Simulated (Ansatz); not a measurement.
**C₃H₆BN: basis-set convergence**

How large a basis does C₃H₆BN need? Two functionals are run in growing sets.

Program: Ansatz 0.2.0, Gaussian basis. Level of theory: one geometry, several basis sets. These are calculated values, not measurements.

Levels to be run: PBE0-D4/def2-SVP; ωB97M-V/def2-SVP; PBE0-D4/def2-QZVPP; ωB97M-V/def2-QZVPP; the functionals' def2-TZVPP values are taken from earlier runs.

**1. The relaxed structure**

All runs share one geometry, relaxed beforehand with PBE0-D4 in a triple-zeta def2 set.

SMILES `NBC1C=C1`, 11 atoms, charge 0, spin multiplicity 1.

Atoms are counted from 1 here; the program's logs count them from 0.

Bond lengths: N1–B2 1.394 Å, N1–H6 1.005 Å, N1–H7 1.007 Å, B2–C3 1.552 Å, B2–H8 1.202 Å, C3–C4 1.524 Å, C3–C5 1.524 Å, C3–H9 1.097 Å, C4–C5 1.279 Å, C4–H10 1.076 Å, C5–H11 1.076 Å. Angles: B2–N1–H6 123.4°, B2–N1–H7 123.0°, H6–N1–H7 113.6°, N1–B2–C3 121.2°, N1–B2–H8 118.1°, C3–B2–H8 120.7°, B2–C3–C4 120.9°, B2–C3–C5 120.9°, B2–C3–H9 117.2°, C4–C3–C5 49.6°, C4–C3–H9 115.5°, C5–C3–H9 115.5°, C3–C4–C5 65.2°, C3–C4–H10 143.7°, C5–C4–H10 151.1°, C3–C5–C4 65.2°, C3–C5–H11 143.7°, C4–C5–H11 151.1°.

**2. PBE0-D4 in def2-SVP**

Contents of in.yaml:

```yaml
crystal:
  periodic: [false, false, false]
  atoms:
    - {symbol: N, position_ang: [-1.904544, 0.650887, 0.524801]}
    - {symbol: B, position_ang: [-0.580229, 0.244661, 0.679029]}
    - {symbol: C, position_ang: [0.288928, -0.147884, -0.545371]}
    - {symbol: C, position_ang: [1.800307, 0.048970, -0.528058]}
    - {symbol: C, position_ang: [1.416246, -1.164983, -0.412021]}
    - {symbol: H, position_ang: [-2.495533, 0.911844, 1.294134]}
    - {symbol: H, position_ang: [-2.359198, 0.710239, -0.371367]}
    - {symbol: H, position_ang: [-0.125603, 0.205795, 1.791059]}
    - {symbol: H, position_ang: [-0.183314, -0.092854, -1.534177]}
    - {symbol: H, position_ang: [2.578973, 0.789372, -0.582180]}
    - {symbol: H, position_ang: [1.629265, -2.213048, -0.295251]}
basis:
  gaussian: {orbitals: def2-SVP}
hamiltonian: {xc: pbe0, dispersion: d4}
output: {orbitals: {seedname: orbitals}}
```

Run with:

```bash
> ansatz run in.yaml --threads 2 --pin off --events-out ev --progress --plain --max-ram 4352MiB
```

Further steps of the session: ωB97M-V in def2-SVP; PBE0-D4 in def2-QZVPP; ωB97M-V in def2-QZVPP.

Before running them: what should the planned runs give, taken together? Wanted: PBE0-D4: double and triple zeta above quadruple; ωB97M-V: double and triple zeta above quadruple.

**Answer**, as computed:

| quantity | value |
| --- | --- |
| PBE0-D4: double and triple zeta above quadruple | 6.21, 0.31 eV |
| ωB97M-V: double and triple zeta above quadruple | 6.47, 0.29 eV |

In words: For PBE0-D4 the step from double to triple zeta gains 5.90 eV and the next only 0.31 eV. These are total energies; as a rule much of such shifts cancels in differences, which this series doesn't test. The LUMO of ωB97M-V is positive and keeps falling with the basis (2.37 to 1.68 eV): an unbound level that the basis holds in place.
